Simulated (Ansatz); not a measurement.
**CH3Cl3Si (methyltrichlorosilane): RPA@PBE/cc-pVDZ**

What is the energy change on altering one bond length of CH3Cl3Si (methyltrichlorosilane) at RPA@PBE/cc-pVDZ? 

Program for the calculation: Ansatz 0.2.0.

80 further runs of the same task are left out: 6 that didn't finish, 74 set aside as unsound or not needed.

### 1 The molecule

The species is CH3Cl3Si (8 atoms), meant as a singlet with charge 0. SMILES: `C[Si](Cl)(Cl)Cl`. The shape is that of a PBE0-D4/def2-TZVP optimisation.

Bond lengths: C1–Si2 1.841 Å, Si2–Cl3 2.039 Å, Si2–Cl4 2.039 Å, Si2–Cl5 2.039 Å, C1–H6 1.092 Å, C1–H7 1.092 Å, C1–H8 1.092 Å. Some angles: C1–Si2–Cl3 110.7°, C1–Si2–Cl4 110.7°, C1–Si2–Cl5 110.6°, Cl3–Si2–Cl4 108.3°, Cl3–Si2–Cl5 108.3°, Cl4–Si2–Cl5 108.3°, Si2–C1–H6 110.0°, Si2–C1–H7 110.0°, Si2–C1–H8 110.0°, H6–C1–H7 109.0°.

### 2 A single-point energy at RPA@PBE/cc-pVDZ

File in.yaml:

```yaml
crystal:
  periodic: [false, false, false]
  atoms:
    - {symbol: C, position_ang: [-0.728900, -0.279600, 0.686100]}
    - {symbol: Si, position_ang: [0.568900, 0.197900, -0.528700]}
    - {symbol: Cl, position_ang: [2.360400, -0.640000, -0.033600]}
    - {symbol: Cl, position_ang: [0.065900, -0.429500, -2.402200]}
    - {symbol: Cl, position_ang: [0.801200, 2.223000, -0.573800]}
    - {symbol: H, position_ang: [-0.844500, -1.365200, 0.700800]}
    - {symbol: H, position_ang: [-0.448300, 0.061100, 1.684800]}
    - {symbol: H, position_ang: [-1.682600, 0.175200, 0.410800]}
basis:
  gaussian: {orbitals: cc-pVDZ}
hamiltonian: {xc: pbe}
correlation: {method: rpa, frozen_orbitals: {C: 1, Cl: 5, H: 0, Si: 5}}
accuracy: high
```

Launch:

```sh
$ ansatz run in.yaml --threads 1 --pin off --max-ram 3480MiB --events-out events.jsonl --progress --plain --runs-dir runs
```

Output:

```text
Warning: RAYON_NUM_THREADS=1 ignored (pool sized by the plan → 1); use --threads N
Functional definition: PBE
  name "PBE"
  parameter kappa = 0.804
  parameter beta = 0.06672455060314922
  exchange = pbe_x(kappa = kappa, mu = beta*pi^2/3)
  correlation = pbe_c(beta = beta)
2365 factors; integrals over basis functions are off by at most 3.4e-9 eV
mean field evaluation 1: about -46508.5960 eV, gradient 5.2e1 eV
mean field evaluation 2: about -46508.5883 eV, gradient 5.2e1 eV
mean field evaluation 4: about -46515.0875 eV, gradient 8.8e0 eV
mean field evaluation 8: about -46515.3103 eV, gradient 1.2e-1 eV
mean field evaluation 16: about -46515.3103 eV, gradient 7.2e-6 eV
mean field -46515.31034503 eV, -1709.4061259703 hartree, gradient 3.5e-8 eV, S^2 0.000000; 0 other end points of the search recorded, 0 dependent functions left out
21 core orbitals not correlated: weight in the atoms' cores, before any rotation towards them, 1.000 or more for the frozen orbitals, at most 0.000 for the correlated occupied ones
reference -46455.15742878 eV, -1707.1955470709 hartree; 16, 16 occupied and 64, 64 virtual orbitals, 2365 factors
Total energy: -46483.11395712 eV, -1708.2229305378 hartree
```

It took 20 s on 1 thread of Arm Neoverse V1, shared host; peak memory 0.4 GiB.

### 3 The distorted shape

File run.yaml:

```yaml
crystal:
  periodic: [false, false, false]
  atoms:
    - {symbol: C, position_ang: [-0.326503, 0.222316, 2.184889]}
    - {symbol: Si, position_ang: [0.971297, 0.699816, 0.970089]}
    - {symbol: Cl, position_ang: [2.762797, -0.138084, 1.465189]}
    - {symbol: Cl, position_ang: [0.065900, -0.429500, -2.402200]}
    - {symbol: Cl, position_ang: [1.203597, 2.724916, 0.924989]}
    - {symbol: H, position_ang: [-0.442103, -0.863284, 2.199589]}
    - {symbol: H, position_ang: [-0.045903, 0.563016, 3.183589]}
    - {symbol: H, position_ang: [-1.280203, 0.677116, 1.909589]}
basis:
  gaussian:
    orbitals: cc-pVDZ
magnetization:
  spin_polarized: false
  initial_magnetization: 0
hamiltonian:
  xc: pbe
correlation:
  method: rpa
  frozen_orbitals: {C: 1, Cl: 5, H: 0, Si: 5}
accuracy: high
```

Launch:

```sh
$ ansatz run run.yaml --threads 1 --pin off --max-ram 3480MiB --events-out events.jsonl --progress --plain --runs-dir runs
```

Output, shortened:

```text
Warning: RAYON_NUM_THREADS=1 ignored (pool sized by the plan → 1); use --threads N
Functional definition: PBE
  name "PBE"
[...]
2299 factors; integrals over basis functions are off by at most 3.9e-9 eV
[...]
mean field -46511.87020762 eV, -1709.2797032519 hartree, gradient 1.3e-8 eV, S^2 0.000000; 2 other end points of the search recorded, 0 dependent functions left out; unrestricted orbitals would lower it
unrestricted determinant -46452.77995040 eV, -1707.1081763521 hartree, S^2 0.9198
21 core orbitals not correlated: weight in the atoms' cores, before any rotation towards them, 1.000 or more for the frozen orbitals, at most 0.000 for the correlated occupied ones
reference -46450.31640980 eV, -1707.0176429047 hartree; 16, 16 occupied and 64, 64 virtual orbitals, 2299 factors
Total energy: -46479.64528482 eV, -1708.0954591819 hartree
```

Wall time 37 s (1 thread of Arm Neoverse V1, shared host); peak memory 0.51 GiB.

### 4 Results

Level: RPA@PBE/cc-pVDZ, 21 core orbitals frozen.

```
                                                           quantity           value
                                          first shape: total energy  -1708.22293 Eh
                      first shape: RPA correlation energy (valence)     -1027.4 mEh
                                      distorted shape: total energy  -1708.09546 Eh
                  distorted shape: RPA correlation energy (valence)     -1077.8 mEh
energy change with the Si2–Cl4 bond stretched from 2.039 to 3.670 Å        3.469 eV
```

**Reading.** One bond (distorted shape) is far stretched, which a spin-restricted single reference describes badly; a broken-symmetry solution may lie lower. With the Si2–Cl4 bond stretched from 2.039 to 3.670 Å the energy rises by 3.47 eV (80 kcal/mol). The first shape isn't relaxed at this level, so the change isn't measured from a minimum. A restricted reference can't describe the breaking bond well at this length. The restricted solution (distorted shape) is unstable to spin breaking: an unrestricted one lies lower.
